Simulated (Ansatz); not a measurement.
# Molecular dynamics of Ba₄Ti₄BCl₃O₁₂

The input (input.yaml):

```yaml
crystal:
  lattice:
    - [7.9656, 0.0, 0.0]
    - [0.0, 5.6745, 0.0]
    - [0.0, 0.0, 19.631959]
  atoms:
    - { symbol: Ba, position: [0.0, 0.0, 0.0509374] }
    - { symbol: Ti, position: [0.25, 0.5, 0.0558685] }
    - { symbol: O, position: [0.0, 0.5, 0.3378144] }
    - { symbol: O, position: [0.25, 0.2561, 0.1229989] }
    - { symbol: O, position: [0.25, 0.7439, 0.1229989] }
    - { symbol: Ba, position: [0.0, 0.5, 0.1959713] }
    - { symbol: Ti, position: [0.25, 0.0, 0.2009024] }
    - { symbol: O, position: [0.0, 0.0, 0.1927805] }
    - { symbol: O, position: [0.25, 0.7561, 0.2680328] }
    - { symbol: O, position: [0.25, 0.2439, 0.2680328] }
    - { symbol: Ba, position: [0.5, 0.0, 0.0509374] }
    - { symbol: Ti, position: [0.75, 0.5, 0.0558685] }
    - { symbol: O, position: [0.5, 0.5, 0.3378144] }
    - { symbol: O, position: [0.75, 0.2561, 0.1229989] }
    - { symbol: O, position: [0.75, 0.7439, 0.1229989] }
    - { symbol: Ba, position: [0.5, 0.5, 0.1959713] }
    - { symbol: Ti, position: [0.75, 0.0, 0.2009024] }
    - { symbol: O, position: [0.5, 0.0, 0.1927805] }
    - { symbol: O, position: [0.75, 0.7561, 0.2680328] }
    - { symbol: O, position: [0.75, 0.2439, 0.2680328] }
    - { symbol: B, position: [0.1560981, 0.8503095, 0.5009105] }
    - { symbol: Cl, position: [0.233784, 0.5637215, 0.5142051] }
    - { symbol: Cl, position: [0.2940563, 1.0880424, 0.5142051] }
    - { symbol: Cl, position: [-0.059546, 0.8991646, 0.5142051] }
basis:
  ecutwfc: 500.0
kpoints:
  mp_grid: { grid: [2, 2, 1] }
hamiltonian:
  xc: r2scan
  pseudopotentials: { kind: paw, azcp: { folder: soft_1 } }
scf:
  occupations: { method: fermi_dirac, width: 0.02 }
  lower_state_search: "off"
md:
  timestep: 1.5
  n_steps: 50
  ensemble: nve
  initial_velocities: zero
  seed: 745329
  initial_site_velocities:
    - { site: 20, velocity: [0.002776, 0.0, -0.007627] }
    - { site: 21, velocity: [0.002776, 0.0, -0.007627] }
    - { site: 22, velocity: [0.002776, 0.0, -0.007627] }
    - { site: 23, velocity: [0.002776, 0.0, -0.007627] }
  constraints: [{ sites: [0, 1, 3, 4, 10, 11, 13, 14] }]
```

Run as:

```bash
$ ansatz run input.yaml --threads 4 --pin off --max-ram 10240MiB --backend cpu --events-out ev --progress --plain --runs-dir out
```

It starts from an unrelaxed structure (largest force component 6.76 eV/Å).

Output, in part (step lines):

```
md step     0: t =     0.00 fs  T =   193.4 K  F+E_penalty+E_count = -44107.04608363 eV  E_kin = 0.399967 eV  conserved = -44106.64611687 eV  (39 SCF iters)
md step     1: t =     1.50 fs  T =   220.4 K  F+E_penalty+E_count = -44107.10218698 eV  E_kin = 0.455908 eV  conserved = -44106.64627873 eV  (19 SCF iters)
md step     2: t =     3.00 fs  T =   299.3 K  F+E_penalty+E_count = -44107.26570416 eV  E_kin = 0.618928 eV  conserved = -44106.64677589 eV  (20 SCF iters)
md step     3: t =     4.50 fs  T =   426.0 K  F+E_penalty+E_count = -44107.52868000 eV  E_kin = 0.881029 eV  conserved = -44106.64765110 eV  (21 SCF iters)
md step     4: t =     6.00 fs  T =   593.9 K  F+E_penalty+E_count = -44107.87724978 eV  E_kin = 1.228285 eV  conserved = -44106.64896473 eV  (24 SCF iters)
md step     5: t =     7.50 fs  T =   793.0 K  F+E_penalty+E_count = -44108.29088787 eV  E_kin = 1.640118 eV  conserved = -44106.65077017 eV  (16 SCF iters)
md step     6: t =     9.00 fs  T =  1010.0 K  F+E_penalty+E_count = -44108.74189060 eV  E_kin = 2.088832 eV  conserved = -44106.65305815 eV  (17 SCF iters)
md step     7: t =    10.50 fs  T =  1228.1 K  F+E_penalty+E_count = -44109.19577458 eV  E_kin = 2.540000 eV  conserved = -44106.65577418 eV  (13 SCF iters)
md step     8: t =    12.00 fs  T =  1428.2 K  F+E_penalty+E_count = -44109.61254242 eV  E_kin = 2.953697 eV  conserved = -44106.65884589 eV  (18 SCF iters)
md step     9: t =    13.50 fs  T =  1589.8 K  F+E_penalty+E_count = -44109.94957370 eV  E_kin = 3.287981 eV  conserved = -44106.66159231 eV  (17 SCF iters)
md step    10: t =    15.00 fs  T =  1696.8 K  F+E_penalty+E_count = -44110.17200588 eV  E_kin = 3.509314 eV  conserved = -44106.66269234 eV  (21 SCF iters)
md step    11: t =    16.50 fs  T =  1745.1 K  F+E_penalty+E_count = -44110.27031820 eV  E_kin = 3.609117 eV  conserved = -44106.66120139 eV  (15 SCF iters)
md step    12: t =    18.00 fs  T =  1748.1 K  F+E_penalty+E_count = -44110.27282637 eV  E_kin = 3.615453 eV  conserved = -44106.65737350 eV  (11 SCF iters)
md step    13: t =    19.50 fs  T =  1735.1 K  F+E_penalty+E_count = -44110.24130619 eV  E_kin = 3.588492 eV  conserved = -44106.65281419 eV  (14 SCF iters)
md step    14: t =    21.00 fs  T =  1739.3 K  F+E_penalty+E_count = -44110.24703866 eV  E_kin = 3.597202 eV  conserved = -44106.64983640 eV  (12 SCF iters)
md step    15: t =    22.50 fs  T =  1782.4 K  F+E_penalty+E_count = -44110.33650363 eV  E_kin = 3.686307 eV  conserved = -44106.65019676 eV  (8 SCF iters)
md step    16: t =    24.00 fs  T =  1862.4 K  F+E_penalty+E_count = -44110.50560429 eV  E_kin = 3.851748 eV  conserved = -44106.65385591 eV  (11 SCF iters)
md step    17: t =    25.50 fs  T =  1953.6 K  F+E_penalty+E_count = -44110.69957297 eV  E_kin = 4.040450 eV  conserved = -44106.65912285 eV  (11 SCF iters)
md step    18: t =    27.00 fs  T =  2018.4 K  F+E_penalty+E_count = -44110.83796033 eV  E_kin = 4.174275 eV  conserved = -44106.66368524 eV  (12 SCF iters)
md step    19: t =    28.50 fs  T =  2022.7 K  F+E_penalty+E_count = -44110.84924593 eV  E_kin = 4.183322 eV  conserved = -44106.66592372 eV  (11 SCF iters)
md step    20: t =    30.00 fs  T =  1948.8 K  F+E_penalty+E_count = -44110.69587659 eV  E_kin = 4.030382 eV  conserved = -44106.66549453 eV  (16 SCF iters)
md step    21: t =    31.50 fs  T =  1797.7 K  F+E_penalty+E_count = -44110.38092101 eV  E_kin = 3.717954 eV  conserved = -44106.66296718 eV  (10 SCF iters)
md step    22: t =    33.00 fs  T =  1586.6 K  F+E_penalty+E_count = -44109.94065950 eV  E_kin = 3.281433 eV  conserved = -44106.65922624 eV  (13 SCF iters)
md step    23: t =    34.50 fs  T =  1342.5 K  F+E_penalty+E_count = -44109.43164832 eV  E_kin = 2.776576 eV  conserved = -44106.65507237 eV  (11 SCF iters)
md step    24: t =    36.00 fs  T =  1096.2 K  F+E_penalty+E_count = -44108.91827941 eV  E_kin = 2.267180 eV  conserved = -44106.65109967 eV  (7 SCF iters)
md step    25: t =    37.50 fs  T =   877.7 K  F+E_penalty+E_count = -44108.46299416 eV  E_kin = 1.815257 eV  conserved = -44106.64773721 eV  (5 SCF iters)
md step    26: t =    39.00 fs  T =   712.6 K  F+E_penalty+E_count = -44108.11907410 eV  E_kin = 1.473780 eV  conserved = -44106.64529394 eV  (6 SCF iters)
md step    27: t =    40.50 fs  T =   619.6 K  F+E_penalty+E_count = -44107.92543712 eV  E_kin = 1.281458 eV  conserved = -44106.64397923 eV  (7 SCF iters)
md step    28: t =    42.00 fs  T =   608.9 K  F+E_penalty+E_count = -44107.90310813 eV  E_kin = 1.259208 eV  conserved = -44106.64389979 eV  (6 SCF iters)
md step    29: t =    43.50 fs  T =   681.0 K  F+E_penalty+E_count = -44108.05340463 eV  E_kin = 1.408353 eV  conserved = -44106.64505199 eV  (8 SCF iters)
md step    30: t =    45.00 fs  T =   827.2 K  F+E_penalty+E_count = -44108.35800068 eV  E_kin = 1.710684 eV  conserved = -44106.64731648 eV  (14 SCF iters)
md step    31: t =    46.50 fs  T =  1030.1 K  F+E_penalty+E_count = -44108.78090012 eV  E_kin = 2.130438 eV  conserved = -44106.65046180 eV  (10 SCF iters)
md step    32: t =    48.00 fs  T =  1265.9 K  F+E_penalty+E_count = -44109.27228151 eV  E_kin = 2.618142 eV  conserved = -44106.65413993 eV  (9 SCF iters)
md step    33: t =    49.50 fs  T =  1506.8 K  F+E_penalty+E_count = -44109.77421252 eV  E_kin = 3.116324 eV  conserved = -44106.65788853 eV  (7 SCF iters)
md step    34: t =    51.00 fs  T =  1724.6 K  F+E_penalty+E_count = -44110.22803416 eV  E_kin = 3.566844 eV  conserved = -44106.66118971 eV  (8 SCF iters)
md step    35: t =    52.50 fs  T =  1895.0 K  F+E_penalty+E_count = -44110.58271786 eV  E_kin = 3.919203 eV  conserved = -44106.66351476 eV  (12 SCF iters)
md step    36: t =    54.00 fs  T =  2001.5 K  F+E_penalty+E_count = -44110.80373020 eV  E_kin = 4.139499 eV  conserved = -44106.66423109 eV  (14 SCF iters)
md step    37: t =    55.50 fs  T =  2040.6 K  F+E_penalty+E_count = -44110.88297190 eV  E_kin = 4.220334 eV  conserved = -44106.66263789 eV  (13 SCF iters)
md step    38: t =    57.00 fs  T =  2025.6 K  F+E_penalty+E_count = -44110.84787230 eV  E_kin = 4.189231 eV  conserved = -44106.65864116 eV  (11 SCF iters)
md step    39: t =    58.50 fs  T =  1985.6 K  F+E_penalty+E_count = -44110.76031797 eV  E_kin = 4.106636 eV  conserved = -44106.65368170 eV  (14 SCF iters)
md step    40: t =    60.00 fs  T =  1955.9 K  F+E_penalty+E_count = -44110.69521088 eV  E_kin = 4.045133 eV  conserved = -44106.65007771 eV  (21 SCF iters)
md step    41: t =    61.50 fs  T =  1962.3 K  F+E_penalty+E_count = -44110.70758764 eV  E_kin = 4.058415 eV  conserved = -44106.64917287 eV  (17 SCF iters)
md step    42: t =    63.00 fs  T =  2010.2 K  F+E_penalty+E_count = -44110.80920948 eV  E_kin = 4.157398 eV  conserved = -44106.65181128 eV  (14 SCF iters)
md step    43: t =    64.50 fs  T =  2081.0 K  F+E_penalty+E_count = -44110.96036549 eV  E_kin = 4.303762 eV  conserved = -44106.65660310 eV  (16 SCF iters)
md step    44: t =    66.00 fs  T =  2141.0 K  F+E_penalty+E_count = -44111.08884842 eV  E_kin = 4.427879 eV  conserved = -44106.66096963 eV  (15 SCF iters)
md step    45: t =    67.50 fs  T =  2159.3 K  F+E_penalty+E_count = -44111.12819421 eV  E_kin = 4.465729 eV  conserved = -44106.66246471 eV  (17 SCF iters)
md step    46: t =    69.00 fs  T =  2120.8 K  F+E_penalty+E_count = -44111.04784676 eV  E_kin = 4.386172 eV  conserved = -44106.66167495 eV  (16 SCF iters)
md step    47: t =    70.50 fs  T =  2027.5 K  F+E_penalty+E_count = -44110.85247704 eV  E_kin = 4.193214 eV  conserved = -44106.65926312 eV  (16 SCF iters)
md step    48: t =    72.00 fs  T =  1893.1 K  F+E_penalty+E_count = -44110.57158754 eV  E_kin = 3.915216 eV  conserved = -44106.65637143 eV  (19 SCF iters)
md step    49: t =    73.50 fs  T =  1735.0 K  F+E_penalty+E_count = -44110.24246764 eV  E_kin = 3.588265 eV  conserved = -44106.65420225 eV  (18 SCF iters)
md step    50: t =    75.00 fs  T =  1569.4 K  F+E_penalty+E_count = -44109.89788671 eV  E_kin = 3.245720 eV  conserved = -44106.65216718 eV  (23 SCF iters)
```

The run went to its last step. The conserved energy stayed within 0.83 meV per atom of its start (net change -0.25 meV per atom), so the integration is sound. A run of 0.075 ps of so small a system gives no equilibrium averages. Limits of this set-up: coarse k mesh, thin slab, slab without dipole correction, no dispersion correction for a molecule that may bind weakly, a typed lattice constant that wasn't relaxed here.

Mean squared displacements from the first frame to the last: Ba 0.07 Å², Ti 0.01 Å², O 0.01 Å², B 0.38 Å², Cl 0.43 Å².

Last frame:

```xyz
24
Lattice="7.9656 0.0000 0.0000 0.0000 5.6745 0.0000 0.0000 0.0000 19.6320" Properties=species:S:1:pos:R:3
Ba 0.000 0.000 1.000
Ti 1.991 2.837 1.097
O 0.039 2.883 6.630
O 1.991 1.453 2.415
O 1.991 4.221 2.415
Ba -0.001 2.836 4.210
Ti 1.992 -0.001 4.076
O 0.002 0.000 3.831
O 1.987 4.368 5.383
O 1.994 1.308 5.381
Ba 3.983 0.000 1.000
Ti 5.974 2.837 1.097
O 3.955 2.826 6.630
O 5.974 1.453 2.415
O 5.974 4.221 2.415
Ba 3.983 2.838 4.208
Ti 5.974 0.001 4.072
O 3.981 -0.001 3.832
O 5.978 4.367 5.381
O 5.969 1.303 5.380
B 1.416 4.865 9.248
Cl 1.915 3.197 9.501
Cl 2.750 6.019 9.505
Cl -0.300 5.237 9.510
```

The run took 39 min on 4 threads of Arm Neoverse V1, on a shared host, peak memory 4.1 GiB.
